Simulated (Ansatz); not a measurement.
# MnHg: the cost of one run

Method: DFT PBE, scalar-relativistic, plane waves, PAW, in Ansatz 0.2.0.

1 further run of the same task is left out (it didn't finish). Runs told in other sessions of the task aren't counted.

## 1. The structure to begin with

The structure is tetragonal, space group P4/mmm (No. 123). The conventional cell has a = 3.288 Å, b = 3.288 Å, c = 3.313 Å, α = 90.00°, β = 90.00°, γ = 90.00°. Around Mn (site symmetry 4/mmm) lie 8 Hg at 2.85 Å. Around Hg (site symmetry 4/mmm) lie 8 Mn at 2.85 Å.

Coordinates:

```
Mn Hg
1.0
     3.28800    0.00000    0.00000
     0.00000    3.28800    0.00000
     0.00000    0.00000    3.31300
Mn Hg
1 1
Direct
  0.50000 0.50000 0.50000
  0.00000 0.00000 0.00000
```

The cell is the deposited one, not relaxed. At PBE, an earlier run found 1.55 GPa for this cell of 17.908 Å³/atom (10×10×10 mesh), no gap, spin moments in the atoms' spheres Mn 3.83 μB.

## 2. Exchange couplings, spin waves and anisotropy by the force theorem

The input, input.yaml:

```yaml
crystal:
  lattice:
    - [3.2880013014, 0.0, 0.0]
    - [0.0, 3.2880013014, 0.0]
    - [0.0, 0.0, 3.3130013113]
  atoms:
    - { symbol: Mn, position: [0.5, 0.5, 0.5], spin: 4.21 }
    - { symbol: Hg, position: [0.0, 0.0, 0.0] }
basis:
  ecutwfc: 420
  ecutrho_ratio: 4
kpoints:
  mp_grid: { grid: [10, 10, 10] }
  band_path:
    path:
      - [[0.0, 0.0, 0.0], [0.0, 0.5, 0.0], [0.5, 0.5, 0.0], [0.0, 0.0, 0.0], [0.0, 0.0, 0.5], [0.0, 0.5, 0.5], [0.5, 0.5, 0.5], [0.0, 0.0, 0.5]]
      - [[0.0, 0.5, 0.0], [0.0, 0.5, 0.5]]
      - [[0.5, 0.5, 0.0], [0.5, 0.5, 0.5]]
    npoints: 6
hamiltonian:
  xc: pbe
scf:
  occupations: { method: gaussian, width: 0.05 }
  lower_state_search: "off"
output:
  forces: true
  stress: true
  eigenvalues: true
  populations: true
  eigenstates:
    nscf_kmesh: { grid: [10, 10, 10] }
    top_band: c40
    exchange_couplings: { magnetic: [{ site: 0 }] }
    magnetocrystalline_anisotropy: {}
magnetization:
  spin_polarized: true
checkpoint:
  read: start.run
  write: ck
  compress: false
  write_wavefunctions: false
  write_every: 100000
```

It reads its starting density from start.run, saved by an earlier run on this cell.

On the command line:

```console
> ansatz run input.yaml --threads 4 --pin off --max-ram 9216MiB --backend cpu --events-out ev --progress --plain --runs-dir out
```

What time and memory should one allow on 4 threads of Arm Neoverse V1, shared host?

About 100 s, with a peak of 0.99 GiB.
